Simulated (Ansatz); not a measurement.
# C₄H₁₀BCl: a ladder of functionals and wavefunction methods

An exercise on one series of results from a longer session: the logs are not shown, and one member is left open.

The runs use Ansatz 0.2.0, Gaussian basis; functionals in def2-TZVPP, the program's frozen cores in correlated methods.

Plan: LDA (SPW92), PBE-D4, revPBE-D4, BLYP-D4, r2SCAN-D4, B97M-V, PBE0-D4, B3LYP-D4, r2SCANh-D4, r2SCAN0-D4, HSE06-D4, BHLYP-D4, CAM-B3LYP-D4, LC-ωPBE, ωB97X-V, ωB97M-V, B2PLYP, PBE-QIDH; CCSD(T)/def2-SVP; MP2/def2-TZVPP; MP2/def2-QZVPP; RPA on PBE.

### The relaxed structure

All runs share one geometry, relaxed beforehand with PBE0-D4 in a triple-zeta def2 set.

SMILES `CCB(Cl)CC`, 16 atoms, charge 0, spin multiplicity 1.

Atoms are counted from 1 here; the program's logs count them from 0.

Bond lengths: C1–C2 1.521 Å, C1–H7 1.093 Å, C1–H8 1.092 Å, C1–H9 1.092 Å, C2–B3 1.563 Å, C2–H10 1.098 Å, C2–H11 1.103 Å, B3–Cl4 1.769 Å, B3–C5 1.563 Å, C5–C6 1.521 Å, C5–H12 1.098 Å, C5–H13 1.103 Å, C6–H14 1.091 Å, C6–H15 1.093 Å, C6–H16 1.092 Å. Angles: C2–C1–H7 111.2°, C2–C1–H8 111.3°, C2–C1–H9 111.5°, H7–C1–H8 107.0°, H7–C1–H9 107.7°, H8–C1–H9 107.9°, C1–C2–B3 119.0°, C1–C2–H10 111.0°, C1–C2–H11 109.8°, B3–C2–H10 108.2°, B3–C2–H11 104.0°, H10–C2–H11 103.6°, C2–B3–Cl4 119.1°, C2–B3–C5 121.7°, Cl4–B3–C5 119.2°, B3–C5–C6 119.0°, B3–C5–H12 108.3°, B3–C5–H13 104.0° and more.

Coordinates:

| atom | x (Å) | y (Å) | z (Å) |
| --- | --- | --- | --- |
| C1 | 0.3192 | -2.5228 | -0.8102 |
| C2 | 0.7957 | -1.1804 | -0.2761 |
| B3 | -0.2612 | -0.0728 | 0.0382 |
| Cl4 | -1.9532 | -0.5358 | 0.2631 |
| C5 | 0.1383 | 1.4333 | 0.1584 |
| C6 | -0.8006 | 2.3897 | 0.8783 |
| H7 | -0.1839 | -2.4088 | -1.7734 |
| H8 | -0.3954 | -2.9888 | -0.1293 |
| H9 | 1.1513 | -3.2163 | -0.9506 |
| H10 | 1.5637 | -0.7469 | -0.9296 |
| H11 | 1.3232 | -1.3261 | 0.6814 |
| H12 | 1.1519 | 1.4879 | 0.5759 |
| H13 | 0.2717 | 1.7581 | -0.8872 |
| H14 | -1.7928 | 2.3877 | 0.4234 |
| H15 | -0.9278 | 2.1051 | 1.9254 |
| H16 | -0.4227 | 3.4143 | 0.8564 |

The first run:

in.yaml reads:

```yaml
crystal:
  periodic: [false, false, false]
  atoms:
    - {symbol: C, position_ang: [0.319151, -2.522810, -0.810215]}
    - {symbol: C, position_ang: [0.795680, -1.180397, -0.276116]}
    - {symbol: B, position_ang: [-0.261237, -0.072753, 0.038219]}
    - {symbol: Cl, position_ang: [-1.953194, -0.535812, 0.263120]}
    - {symbol: C, position_ang: [0.138267, 1.433328, 0.158430]}
    - {symbol: C, position_ang: [-0.800636, 2.389691, 0.878254]}
    - {symbol: H, position_ang: [-0.183885, -2.408752, -1.773377]}
    - {symbol: H, position_ang: [-0.395364, -2.988803, -0.129266]}
    - {symbol: H, position_ang: [1.151300, -3.216348, -0.950588]}
    - {symbol: H, position_ang: [1.563696, -0.746942, -0.929568]}
    - {symbol: H, position_ang: [1.323203, -1.326112, 0.681446]}
    - {symbol: H, position_ang: [1.151861, 1.487865, 0.575942]}
    - {symbol: H, position_ang: [0.271681, 1.758106, -0.887199]}
    - {symbol: H, position_ang: [-1.792813, 2.387737, 0.423365]}
    - {symbol: H, position_ang: [-0.927792, 2.105065, 1.925425]}
    - {symbol: H, position_ang: [-0.422718, 3.414335, 0.856428]}
basis:
  gaussian: {orbitals: def2-TZVPP}
hamiltonian: {xc: lda}
output: {orbitals: {seedname: orbitals}}
```

Run with:

```bash
$ ansatz run in.yaml --threads 4 --pin off --events-out ev --progress --plain --max-ram 11315MiB
```

Among the steps run: LDA; PBE-D4 (GGA); revPBE-D4 (GGA); BLYP-D4 (GGA); r2SCAN-D4 (meta-GGA); B97M-V (meta-GGA); B3LYP-D4 (hybrid); r2SCANh-D4 (hybrid); r2SCAN0-D4 (hybrid); HSE06-D4 (hybrid); BHLYP-D4 (hybrid); CAM-B3LYP-D4 (range-separated); LC-ωPBE (range-separated); ωB97X-V (range-separated); ωB97M-V (range-separated); B2PLYP (double hybrid); PBE-QIDH (double hybrid).

One of the session's tables, all rows but one given; the rest of the session is left out.

It belongs to the step «Frontier levels by functional». 

```
  functional  HOMO (eV)  gap (eV)
 LDA (SPW92)      -6.84      4.97
      PBE-D4      -6.72      5.09
   revPBE-D4      -6.66      5.14
     BLYP-D4      -6.61      5.15
   r2SCAN-D4      -7.00      5.74
      B97M-V      -7.13      5.91
     PBE0-D4      -8.08      7.45
    B3LYP-D4      -7.87      7.03
  r2SCANh-D4      -7.51      6.58
  r2SCAN0-D4          ?         ?
    HSE06-D4      -7.68      6.66
    BHLYP-D4      -9.37      9.85
CAM-B3LYP-D4      -9.50     10.02
     LC-ωPBE     -10.85     12.55
     ωB97X-V     -10.50     12.10
     ωB97M-V     -10.37     11.76
```

**Question.** Estimate the row for r2SCAN0-D4.

Worked estimate for «HOMO (eV)». Against the share of exact exchange, r2SCAN-D4 (0, -7.00), r2SCANh-D4 (0.1, -7.51) give a slope of -5.10 per unit share; at 0.25 the line stands at -8.27.

The run gave: HOMO (eV): -8.27; gap (eV): 7.85. In «HOMO (eV)» the line misses by 0.00.
